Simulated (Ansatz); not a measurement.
# Ba2PdO3: the cost of one run

Method: DFT PBEsol without U, plane waves, PAW, in Ansatz 0.2.0.

## (1) The system as given

Symmetry: Immm, No. 71, orthorhombic system. Conventional cell: a = 3.836 Å, b = 4.080 Å, c = 13.335 Å, α = 90.00°, β = 90.00°, γ = 90.00°. Ba (site symmetry mm2) is surrounded by 7 O at 2.69 to 2.80 Å. Pd (site symmetry mmm) has 4 O at 2.03 to 2.04 Å as nearest neighbours. Around O (site symmetry mmm) lie 2 Pd at 2.04 Å and 4 Ba at 2.73 Å. O (site symmetry mm2) has 1 Pd at 2.03 Å and 5 Ba at 2.69 to 2.80 Å as nearest neighbours.

Structure file:

```
Ba Pd O
1.0
    -1.91810    2.04000    6.66750
     1.91810   -2.04000    6.66750
     1.91810    2.04000   -6.66750
Ba Pd O
2 1 3
Direct
  0.64610 0.64610 0.00000
  0.35390 0.35390 0.00000
  0.00000 0.00000 0.00000
  0.50000 0.00000 0.50000
  0.84810 0.84810 0.00000
  0.15190 0.15190 0.00000
```

## (2) Ferromagnetic start, free, symmetry kept, no search

input.yaml reads:

```yaml
crystal:
  lattice:
    - [-1.9181001, 2.04000011, 6.66750036]
    - [1.9181001, -2.04000011, 6.66750036]
    - [1.9181001, 2.04000011, -6.66750036]
  atoms:
    - { symbol: Ba, position: [0.6461, 0.6461, 0.0] }
    - { symbol: Ba, position: [0.3539, 0.3539, 0.0] }
    - { symbol: Pd, position: [0.0, 0.0, 0.0], spin: 2.0 }
    - { symbol: O, position: [0.5, 0.0, 0.5] }
    - { symbol: O, position: [0.8481, 0.8481, 0.0] }
    - { symbol: O, position: [0.1519, 0.1519, 0.0] }
basis:
  ecutwfc: 420
  ecutrho_ratio: 4
kpoints:
  mp_grid: { grid: [7, 7, 7] }
hamiltonian:
  xc: pbesol
scf:
  occupations: { method: gaussian, width: 0.05 }
  lower_state_search: "off"
  max_iter: 150
output:
  forces: true
  stress: true
  eigenvalues: true
  populations: true
  hubbard: { sites: [{ site: 2, l: d }] }
magnetization:
  spin_polarized: true
```

The run is started by

```
$ ansatz run input.yaml --threads 4 --pin off --max-ram 6144MiB --backend cpu --events-out ev --progress --plain --runs-dir out
```

What time and memory should one allow on 4 threads of Arm Neoverse V1, shared host?

About 21 s, with a peak of 0.66 GiB.
